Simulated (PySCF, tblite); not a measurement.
**C₅H₈BFO: geometry, infrared bands and NMR shifts**

What infrared bands and NMR shifts should C₅H₈BFO (`C=C(F)OB/C=C\C`) show?

The runs use tblite 0.8.0 and PySCF 2.14.0, with density-fitted response routines of our own; the level of theory stands in each step. All values are computed, except where a source is named. Atoms are numbered from 0 throughout.

### Step 1. The molecule as given

16 atoms, charge 0, multiplicity 1; geometry from: force field or distance geometry start.

Bonds of the start (Å): C0–C1 1.33, C1–F2 1.38, C1–O3 1.40, O3–B4 1.46, B4–C5 1.59, C5–C6 1.33, C6–C7 1.51, C0–H8 1.08, C0–H9 1.07, B4–H10 1.20, C5–H11 1.08, C6–H12 1.08, C7–H13 1.12, C7–H14 1.10, C7–H15 1.12.

### Step 2. Relaxing the molecule with GFN2-xTB

The job: settings as JSON, then the geometry in Å.

```
{"job": {"kind": "relax", "xc": "GFN2-xTB", "basis": "xTB"}, "charge": 0, "multiplicity": 1}
C      3.548700     0.661100     0.203400
C      2.411600    -0.019400     0.053600
F      2.420400    -1.398300     0.158200
O      1.183000     0.598300    -0.192200
B      0.018800    -0.255800    -0.433500
C     -1.281900     0.223100    -1.204200
C     -2.358700     0.490800    -0.478800
C     -2.364900     0.348100     1.022200
H      3.545800     1.742900     0.132700
H      4.458600     0.130000     0.398500
H      0.232500    -1.426100    -0.606800
H     -1.307300     0.335700    -2.277100
H     -3.289400     0.821900    -0.926500
H     -2.800100     1.311300     1.380100
H     -1.349900     0.165000     1.405400
H     -3.074900    -0.452200     1.353500
```

Command:

```console
$ OMP_NUM_THREADS=1 python probes_run.py task.json out
```

One launch serves the whole session: the jobs run in the order shown.

**Question.** This job is followed by: GFN2-xTB harmonic vibrations, gas phase; GIAO PBE0/pcSseg-1 NMR shielding, non-relativistic, gas phase. What will the session give for the following? strongest single infrared mode (GFN2-xTB); zero-point energy (GFN2-xTB); ¹³C shifts against TMS (PBE0/pcSseg-1); ¹H shifts against TMS (PBE0/pcSseg-1, means over atoms taken as alike); ¹⁹F shifts against CFCl3 (PBE0/pcSseg-1); ¹⁷O shifts against H2O (PBE0/pcSseg-1); ¹¹B shifts against BF3·OEt2 (PBE0/pcSseg-1).

The runs gave:

| quantity | value |
| --- | --- |
| strongest single infrared mode (GFN2-xTB) | 1242 cm⁻¹, 575 km/mol |
| zero-point energy (GFN2-xTB) | 75.2 kcal/mol |
| ¹³C shifts against TMS (PBE0/pcSseg-1) | 170.2, 169.1, 137.7, 74.7, 21.8 ppm |
| ¹H shifts against TMS (PBE0/pcSseg-1, means over atoms taken as alike) | 7.34, 6.17, 5.82, 4.13, 4.07, 2.24 ppm |
| ¹⁹F shifts against CFCl3 (PBE0/pcSseg-1) | -83.7 ppm |
| ¹⁷O shifts against H2O (PBE0/pcSseg-1) | 238.8 ppm |
| ¹¹B shifts against BF3·OEt2 (PBE0/pcSseg-1) | 36.3 ppm |

The optimisation took 189 steps and gained 0.855 eV; among the close pairs (by a distance rule), O3–B4 changed most, from 1.464 to 1.360 Å. No mode is imaginary among the 42: a minimum at this level. The strongest single mode, at 1242 cm⁻¹, is spread over several atoms, O3, C1, B4, H11 among them. Unscaled tight-binding wavenumbers are off by several per cent, some by more. Its intensities can rank the bands wrongly. At PBE0/pcSseg-1: Shielding is most anisotropic at O3 (span 294 ppm, paramagnetic term -300 ppm).
